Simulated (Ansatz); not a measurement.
# C2H5BClF (SMILES BC(F)CCl): HF/3-21G

What is the energy change on altering one bond length of C2H5BClF at HF/3-21G? 

The results are computed with Ansatz 0.2.0.

123 further runs of the same task are left out: 123 set aside as unsound or not needed.

## 1. The structure to begin with

C2H5BClF: 10 atoms, total charge 0, spin state singlet. As SMILES, `BC(F)CCl`. Geometry: relaxed at PBE0-D4/def2-TZVP. This is one conformer, not always the lowest.

Bond lengths: B1–C2 1.558 Å, C2–F3 1.386 Å, C2–C4 1.509 Å, C4–Cl5 1.782 Å, B1–H6 1.192 Å, B1–H7 1.195 Å, C2–H8 1.109 Å, C4–H9 1.090 Å, C4–H10 1.089 Å. Some angles: B1–C2–F3 113.9°, B1–C2–C4 115.3°, F3–C2–C4 109.7°, C2–C4–Cl5 112.6°, B1–C2–H8 102.6°, F3–C2–H8 107.0°, C4–C2–H8 107.5°, C2–B1–H6 120.8°, C2–B1–H7 118.2°, C2–C4–H9 110.7°.

## 2. The energy at HF/3-21G

Contents of job.yaml:

```yaml
crystal:
  periodic: [false, false, false]
  atoms:
    - {symbol: B, position_ang: [-1.309200, -0.711700, -0.281200]}
    - {symbol: C, position_ang: [0.178900, -0.496800, 0.126500]}
    - {symbol: F, position_ang: [0.520300, -1.080300, 1.336000]}
    - {symbol: C, position_ang: [0.655300, 0.934900, 0.100000]}
    - {symbol: Cl, position_ang: [2.428700, 1.067800, 0.206300]}
    - {symbol: H, position_ang: [-2.010300, -1.450800, 0.336900]}
    - {symbol: H, position_ang: [-1.707400, -0.172300, -1.270600]}
    - {symbol: H, position_ang: [0.728500, -1.046200, -0.665100]}
    - {symbol: H, position_ang: [0.248500, 1.491800, 0.943700]}
    - {symbol: H, position_ang: [0.349800, 1.412800, -0.829700]}
basis:
  gaussian:
    orbitals: 3-21G.json
accuracy: high
output: {orbitals: {seedname: orbitals}}
hamiltonian:
  xc: hf
```

The basis set 3-21G is read from a file made from the Basis Set Exchange's data (not shown).

Started as:

```console
ansatz run job.yaml --threads 1 --pin off --max-ram 3480MiB --events-out events.jsonl --progress --plain --runs-dir runs
```

Standard output:

```text
Warning: RAYON_NUM_THREADS=1 ignored (pool sized by the plan → 1); use --threads N
Functional definition: HF
  name "HF"
  exchange = exact_x
  correlation = 0
1412 factors; integrals over basis functions are off by at most 6.8e-9 eV
mean field evaluation 1: about -17927.8115 eV, gradient 2.4e1 eV
mean field evaluation 2: about -17928.2430 eV, gradient 2.5e1 eV
mean field evaluation 4: about -17930.0497 eV, gradient 2.6e0 eV
mean field evaluation 8: about -17930.0788 eV, gradient 1.4e-1 eV
mean field evaluation 16: about -17930.0789 eV, gradient 2.2e-8 eV
mean field -17930.07886984 eV, -658.9182450227 hartree, gradient 2.2e-8 eV, S^2 0.000000; 0 other end points of the search recorded, 0 dependent functions left out
reference -17930.07886984 eV, -658.9182450227 hartree; 24, 24 occupied and 35, 35 virtual orbitals, 1412 factors
Total energy: -17930.07886984 eV, -658.9182450227 hartree
```

Run time: 0.74 s. Hardware: 1 thread of Arm Neoverse V2, shared host; peak memory 0.14 GiB.

## 3. The distorted shape at the same level

Contents of job.yaml:

```yaml
basis:
  gaussian: {orbitals: 3-21G.json}
crystal:
  periodic: [false, false, false]
  atoms:
    - symbol: B
      position_ang: [-1.391646, -0.629284, -0.162451]
    - symbol: C
      position_ang: [0.096454, -0.414384, 0.245249]
    - symbol: F
      position_ang: [0.437854, -0.997884, 1.454749]
    - symbol: C
      position_ang: [0.572854, 1.017316, 0.218749]
    - symbol: Cl
      position_ang: [2.346254, 1.150216, 0.325049]
    - symbol: H
      position_ang: [-2.092746, -1.368384, 0.455649]
    - symbol: H
      position_ang: [-1.789846, -0.089884, -1.151851]
    - symbol: H
      position_ang: [0.728500, -1.046200, -0.665100]
    - symbol: H
      position_ang: [0.166054, 1.574216, 1.062449]
    - symbol: H
      position_ang: [0.267354, 1.495216, -0.710951]
hamiltonian: {xc: hf}
accuracy: high
output: {orbitals: {seedname: orbitals}}
```

The basis set 3-21G is read from a file made from the Basis Set Exchange's data (not shown).

Started as:

```console
ansatz run job.yaml --threads 1 --pin off --max-ram 3480MiB --events-out events.jsonl --progress --plain --runs-dir runs
```

Standard output:

```text
Warning: RAYON_NUM_THREADS=1 ignored (pool sized by the plan → 1); use --threads N
[... 4 set-up lines as earlier in the session ...]
1414 factors; integrals over basis functions are off by at most 7.2e-9 eV
mean field evaluation 1: about -17927.3807 eV, gradient 2.5e1 eV
mean field evaluation 2: about -17927.8174 eV, gradient 2.5e1 eV
mean field evaluation 4: about -17929.6724 eV, gradient 2.6e0 eV
mean field evaluation 8: about -17929.7039 eV, gradient 1.6e-1 eV
mean field evaluation 16: about -17929.7040 eV, gradient 2.4e-8 eV
mean field -17929.70402285 eV, -658.9044696499 hartree, gradient 2.4e-8 eV, S^2 0.000000; 0 other end points of the search recorded, 0 dependent functions left out
reference -17929.70402285 eV, -658.9044696499 hartree; 24, 24 occupied and 35, 35 virtual orbitals, 1414 factors
Total energy: -17929.70402285 eV, -658.9044696499 hartree
```

Run time: 0.72 s. Hardware: 1 thread of Arm Neoverse V2, shared host; peak memory 0.14 GiB.

## 4. What came out

Level: HF/3-21G.

```
                                                         quantity          value
                                        first shape: total energy  -658.91825 Eh
                                         first shape: HOMO energy      -11.93 eV
                                         first shape: LUMO energy        1.72 eV
                                       first shape: HOMO–LUMO gap       13.65 eV
                                    distorted shape: total energy  -658.90447 Eh
                                     distorted shape: HOMO energy      -11.94 eV
                                     distorted shape: LUMO energy        1.69 eV
                                   distorted shape: HOMO–LUMO gap       13.63 eV
energy change with the C2–H8 bond stretched from 1.109 to 1.276 Å       0.375 eV
```

In words: With the C2–H8 bond stretched from 1.109 to 1.276 Å the energy rises by 0.37 eV (36.2 kJ/mol). The first shape isn't relaxed at this level, so the change isn't measured from a minimum.
